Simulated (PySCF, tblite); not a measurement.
# C₆H₅OS₂ radical: geometry, infrared bands and EPR parameters

What infrared bands and EPR parameters should C₆H₅OS₂ radical (`[CH2]C(=S)C1=CC(=O)CS1`) show?

The runs use tblite 0.8.0 and PySCF 2.14.0, with density-fitted response routines of our own; the level of theory stands in each step. All values are computed, except where a source is named. Atoms are numbered from 0 throughout.

## 1. The starting structure

14 atoms, charge 0, multiplicity 2; geometry from: force field or distance geometry start.

Bonds of the start (Å): C0–C1 1.47, C1–S2 1.70, C1–C3 1.51, C3–C4 1.35, C4–C5 1.47, C5–O6 1.23, C5–C7 1.51, C7–S8 1.82, S8–C3 1.73, C0–H9 1.07, C0–H10 1.10, C4–H11 1.08, C7–H12 1.09, C7–H13 1.10.

## 2. Geometry optimisation with GFN2-xTB

Job settings and geometry (Å):

```
{"job": {"kind": "relax", "xc": "GFN2-xTB", "basis": "xTB"}, "charge": 0, "multiplicity": 2}
C     -2.553900     0.856100    -0.653800
C     -1.843800    -0.081000     0.224100
S     -2.699400    -1.122800     1.255000
C     -0.340900    -0.054400     0.133400
C      0.416200    -1.151700     0.322400
C      1.844600    -0.825500     0.205300
O      2.706000    -1.691400     0.312200
C      2.154700     0.635200    -0.035700
S      0.517900     1.421500    -0.135100
H     -2.045300     1.466800    -1.373800
H     -3.646200     0.915400    -0.601900
H      0.090200    -2.163100     0.511400
H      2.715000     1.045800     0.803700
H      2.684300     0.748600    -0.989400
```

The run is started by

```sh
> OMP_NUM_THREADS=1 python probes_run.py task.json out
```

The driver reads the jobs from task.json and runs them one after another.

The log of the run:

```text
step      E/eV     max force
  0    -703.49187    4.277
  1    -703.85416    2.026
  2    -703.90992    1.575
  3    -703.95447    0.456
  4    -703.96888    0.310
  5    -703.98006    0.275
  6    -703.98609    0.203
  7    -703.99048    0.146
  8    -703.99420    0.168
  9    -703.99735    0.168
 10    -703.99990    0.107
 11    -704.00138    0.083
 12    -704.00206    0.057
 13    -704.00246    0.056
 14    -704.00294    0.070
 15    -704.00359    0.087
 16    -704.00434    0.087
 17    -704.00502    0.056
 18    -704.00555    0.070
 19    -704.00598    0.075
 20    -704.00640    0.061
 21    -704.00678    0.050
 22    -704.00710    0.046
 23    -704.00738    0.051
 24    -704.00770    0.051
 25    -704.00813    0.067
 26    -704.00872    0.074
 27    -704.00934    0.065
 28    -704.00982    0.051
 29    -704.01015    0.050
 30    -704.01046    0.060
 31    -704.01089    0.073
 32    -704.01147    0.065
 33    -704.01206    0.058
 34    -704.01251    0.060
 35    -704.01287    0.058
 36    -704.01330    0.079
 37    -704.01390    0.079
 38    -704.01457    0.073
 39    -704.01511    0.062
 40    -704.01553    0.052
 41    -704.01594    0.051
 42    -704.01645    0.062
 43    -704.01703    0.062
 44    -704.01765    0.080
 45    -704.01843    0.102
 46    -704.01964    0.125
 47    -704.02147    0.144
 48    -704.02333    0.133
 49    -704.02411    0.131
 50    -704.02395    0.141
 51    -704.02549    0.062
 52    -704.02579    0.046
 53    -704.02646    0.047
 54    -704.02661    0.033
 55    -704.02691    0.044
 56    -704.02719    0.059
 57    -704.02756    0.064
 58    -704.02776    0.038
 59    -704.02787    0.034
 60    -704.02796    0.032
 61    -704.02811    0.047
 62    -704.02832    0.063
 63    -704.02858    0.068
 64    -704.02885    0.057
 65    -704.02903    0.039
 66    -704.02928    0.058
 67    -704.02950    0.045
 68    -704.03009    0.066
 69    -704.03048    0.080
 70    -704.03092    0.063
 71    -704.03112    0.031
 72    -704.03119    0.017
 73    -704.03122    0.018
 74    -704.03125    0.020
 75    -704.03127    0.014
 76    -704.03129    0.010
 77    -704.03130    0.007
```

It took 0.67 s on 1 thread of Arm Neoverse V1, shared host.

Step by step: (not every step is listed)

```csv
step,energy from step 0 (eV),largest force (eV/Å)
0,0.0000,4.2772
1,-0.3623,2.0264
2,-0.4181,1.5751
3,-0.4626,0.4560
4,-0.4770,0.3101
5,-0.4882,0.2752
6,-0.4942,0.2028
7,-0.4986,0.1458
8,-0.5023,0.1681
14,-0.5111,0.0701
20,-0.5145,0.0612
26,-0.5169,0.0742
32,-0.5196,0.0653
38,-0.5227,0.0732
44,-0.5258,0.0797
50,-0.5321,0.1407
56,-0.5353,0.0589
62,-0.5365,0.0630
68,-0.5382,0.0658
72,-0.5393,0.0173
73,-0.5394,0.0182
74,-0.5394,0.0200
75,-0.5394,0.0137
76,-0.5394,0.0102
77,-0.5394,0.0071
```

Distances of close pairs at the start and the end, largest changes first:

```
  bond  before (Å)  after (Å)  change (Å)
 C0–C1       1.467      1.347      -0.121
 C1–C3       1.506      1.454      -0.052
 C1–S2       1.697      1.732      +0.035
 C4–C5       1.470      1.445      -0.025
 C3–S8       1.729      1.749      +0.020
C0–H10       1.095      1.075      -0.020
 C5–O6       1.226      1.209      -0.017
 C5–C7       1.513      1.529      +0.016
```

The end geometry stands in the next job.

## 3. Harmonic vibrations with GFN2-xTB

Job settings and geometry (Å):

```
{"job": {"kind": "ir", "xc": "GFN2-xTB", "basis": "xTB"}, "charge": 0, "multiplicity": 2}
C     -2.537327     0.953568    -0.449003
C     -1.821114    -0.097585    -0.006920
S     -2.619327    -1.531065     0.547032
C     -0.368041    -0.096271     0.030767
C      0.431395    -1.101017     0.455786
C      1.850937    -0.843675     0.380733
O      2.757276    -1.580456     0.691503
C      2.095347     0.559553    -0.174336
S      0.497641     1.319156    -0.521533
H     -2.053515     1.851527    -0.795182
H     -3.612216     0.923111    -0.466883
H      0.061278    -2.040677     0.827315
H      2.635355     1.168832     0.550783
H      2.681632     0.514526    -1.092229
```

The log of the run:

```text
mode    cm-1     km/mol
  1      26.9      0.44
  2     120.5      1.44
  3     122.9     15.09
  4     141.4      0.86
  5     269.8      0.25
  6     340.6      0.05
  7     351.0      1.31
  8     434.1      6.44
  9     465.2      7.50
 10     513.6      0.03
 11     525.1      0.60
 12     529.7      5.68
 13     644.3      0.02
 14     701.0     12.35
 15     756.9     10.23
 16     782.9      1.66
 17     797.1      6.36
 18     834.3     22.11
 19     855.2     28.97
 20     874.4      6.74
 21     985.4     18.39
 22    1030.8      5.73
 23    1135.8     34.89
 24    1151.0     27.26
 25    1171.1     16.79
 26    1214.8     31.71
 27    1362.1      5.27
 28    1385.0     19.28
 29    1524.4     15.54
 30    1557.1    142.78
 31    1735.7    629.07
 32    2987.9      0.03
 33    2999.6      0.28
 34    3102.2      5.33
 35    3128.7      1.18
 36    3148.9      5.44
```

Run time: 0.65 s. Hardware: 1 thread of Arm Neoverse V1, shared host.

Which atoms move in the most intense modes:

```csv
cm⁻¹,km/mol,atoms
834,22.1,"C5 23 %, C7 18 %, H11 16 %, H13 15 %"
855,29.0,"H10 44 %, H9 31 %, C0 24 %"
1136,34.9,"H11 53 %, C5 36 %"
1151,27.3,"C1 27 %, C4 12 %"
1215,31.7,"C4 27 %, C3 21 %, C5 18 %, H11 16 %"
1385,19.3,"H13 46 %, H12 46 %"
1557,142.8,"C3 48 %, C4 37 %"
1736,629.1,"C5 62 %, O6 36 %"
```

## 4. g tensor and hyperfine couplings: B3LYP/pcH-1

The job, as its differences from that of step 3:

```diff
@@ -1,2 +1,2 @@
-{"job": {"kind": "ir", "xc": "GFN2-xTB", "basis": "xTB"}, "charge": 0, "multiplicity": 2}
+{"job": {"kind": "epr", "basis": "pcH-1"}, "charge": 0, "multiplicity": 2}
 C     -2.537327     0.953568    -0.449003
```

Method: UKS B3LYP, pcH-1 on C H O S, non-relativistic, mean-field spin-orbit, GIAO.

The log of the run:

```text
UKS, coarse grid
  cycle   1  E = -1103.03757824  |g| = 6.46e-01
  cycle   2  E = -1100.77936148  |g| = 2.01e+00
  cycle   3  E = -1103.13842290  |g| = 3.33e-01
  cycle   4  E = -1103.20602977  |g| = 1.38e-01
  cycle   5  E = -1103.21217804  |g| = 8.34e-02
  cycle   6  E = -1103.21493287  |g| = 3.26e-02
  cycle   7  E = -1103.21551016  |g| = 9.92e-03
  cycle   8  E = -1103.21557141  |g| = 5.04e-03
  cycle   9  E = -1103.21559404  |g| = 2.96e-03
  cycle  10  E = -1103.21560365  |g| = 1.29e-03
  cycle  11  E = -1103.21560618  |g| = 9.05e-04
UKS, final grid
  cycle   1  E = -1103.21562813  |g| = 1.28e-03
  cycle   2  E = -1103.21562687  |g| = 2.46e-03
  cycle   3  E = -1103.21562943  |g| = 4.41e-04
  cycle   4  E = -1103.21562962  |g| = 2.38e-04
  cycle   5  E = -1103.21562989  |g| = 1.64e-04
  cycle   6  E = -1103.21562993  |g| = 6.24e-05
  cycle   7  E = -1103.21562993  |g| = 1.55e-05
E = -1103.21562993 Eh   <S^2> = 0.7751 (exact 0.7500)
g shifts (ppm)      1          2          3
  rmc          -206       -206       -206
  gc             -6         49         42
  oz_so         108       9844     177472
  total        -104       9687     177308
hyperfine (MHz)  atom isotope    a_iso     a_fc   dipolar eigenvalues
    0   13C      31.36      31.36    -32.35    -30.94     63.29
    1   13C     -32.82     -32.82    -15.94      6.44      9.50
    2   33S      14.98      14.98    -72.39    -71.15    143.54
    3   13C       5.94       5.94     -3.49     -2.28      5.76
    4   13C      -6.00      -6.00     -9.66      4.31      5.35
    5   13C       2.96       2.96     -0.44     -0.20      0.64
    6   17O       1.36       1.36     -3.26     -3.03      6.29
    7   13C      -0.21      -0.21     -0.20      0.02      0.18
    8   33S       1.00       1.00     -3.18     -2.58      5.76
    9    1H     -26.68     -26.68    -15.55     -1.46     17.01
   10    1H     -25.96     -25.96    -11.53     -2.51     14.05
   11    1H       3.85       3.85     -4.51     -1.95      6.46
   12    1H       1.73       1.73     -0.52     -0.38      0.91
   13    1H       1.67       1.67     -0.52     -0.38      0.91
```

Wall time 1.7 min (1 thread of Arm Neoverse V1, shared host); peak memory 1.1 GiB.

Principal g values 2.00222, 2.01201, 2.17963; g(iso) = 2.06462, against 2.00232 for a free electron. They are not to be trusted: the run shows a large g shift, which the driver flags as unsure.

Mean a(iso) over the nuclei that a row names, and the largest dipolar term of the row (other rows stand at the frozen geometry):

```csv
nuclei,isotope,a(iso) (MHz),"a(iso) (G, at g = 2.0023)",largest dipolar term (MHz)
C1,13C,-32.8,-11.7,-15.9
C0,13C,31.4,11.2,63.3
"H9, H10",1H,-26.3,-9.4,17.0
S2,33S,15.0,5.3,143.5
C4,13C,-6.0,-2.1,-9.7
C3,13C,5.9,2.1,5.8
H11,1H,3.9,1.4,6.5
C5,13C,3.0,1.1,0.6
"H12, H13",1H,1.7,0.6,0.9
O6,17O,1.4,0.5,6.3
S8,33S,1.0,0.4,5.8
C7,13C,-0.2,-0.1,-0.2
```

Mulliken spin populations:

C0 0.41; C1 -0.16; S2 0.79; C3 0.04; C4 -0.06; C5 0.01; O6 -0.02; C7 0.00; S8 0.02; H9 -0.02; H10 -0.02; H11 0.00; H12 0.00; H13 0.00

The fields below are evaluated on a grid from the run's orbitals.

ELF in a plane through or near 12 of the atoms.

Ten even steps from ' ' (0.00) to '@' (1.00):
```
                                                        
                                                        
                                                        
                        ::----::                        
                      ..**%%%%**    ++%%++              
              ........--##%%@@%%  --@@@@@@              
              --++++++##::##::##  ##@@@@%%....          
              ==**::==@@::##..++  ==@@@@##**%%##::      
              --==++..%%====%%++  ::++==..@@@@@@##      
                ++@@%%::..**--==**++@@++++@@@@@@##      
        ..--==::==++++==--##++::%%----##--**%%**..      
        --##@@##%%..--@@..**##++**==##++..              
        --##%%**##++**%%##--++..::##%%**####==..        
        ..**%%##%%--..==@@@@++  ++++----%%@@%%++        
          ::**%%##::  ++@@@@##  @@%%--==**@@%%++        
            ::====    ++@@@@--  @@@@##**%%%%**--        
                      ..**--    ##%%##**++--..          
                                ====--::..              
                                                        
                                                        
```
The map spans 12.7 Å across and 9.5 Å up, centred on the molecule. Atoms in the plane (x, y in Å): C0 (2.7, 0.6), C1 (1.8, -0.4), S2 (2.3, -2.0), C3 (0.3, -0.2), C4 (-0.6, -1.1), C5 (-2.0, -0.6), O6 (-3.0, -1.3), C7 (-2.0, 0.9), S8 (-0.3, 1.5), H9 (2.3, 1.7), H10 (3.7, 0.5), H11 (-0.4, -2.2).

On the surface of density 0.002 e/bohr³ the electrostatic potential runs, from the 1st to the 99th percentile, from -1.69 V near O6 to 1.36 V near H9.

The spin density lies nearest to S2 56 %; C0 21 %; C1 7 % (beta excess).

## 5. Summary of results

| quantity | value |
| --- | --- |
| strongest single infrared mode (GFN2-xTB) | 1736 cm⁻¹, 629 km/mol |
| zero-point energy (GFN2-xTB) | 56.8 kcal/mol |
| g(iso) (B3LYP) | 2.06462 |
| ⟨S²⟩ | 0.775 (exact 0.75) |
| largest a(iso) (averaged by class) | 13C on C1, -32.8 MHz |
| surface potential, 1st and 99th percentile | -1.69 V and 1.36 V |
| property runs in this session | 1, of which 0 failed and 1 gave unsound results |

What this shows: Relaxing lowered the energy by 0.539 eV in 77 steps; the close pair that moved most is C0–C1, from 1.467 to 1.347 Å. No mode is imaginary among the 36: a minimum at this level. The strongest single mode, at 1736 cm⁻¹, moves mainly C5 and O6. Unscaled tight-binding wavenumbers are off by several per cent, some by more. Its intensities can rank the bands wrongly. S2 carries the largest spin population, 0.79 e. The isotropic g lies 62.3 ppt above the free-electron value. These values are not to be trusted: the run shows a large g shift, which the driver flags as unsure.
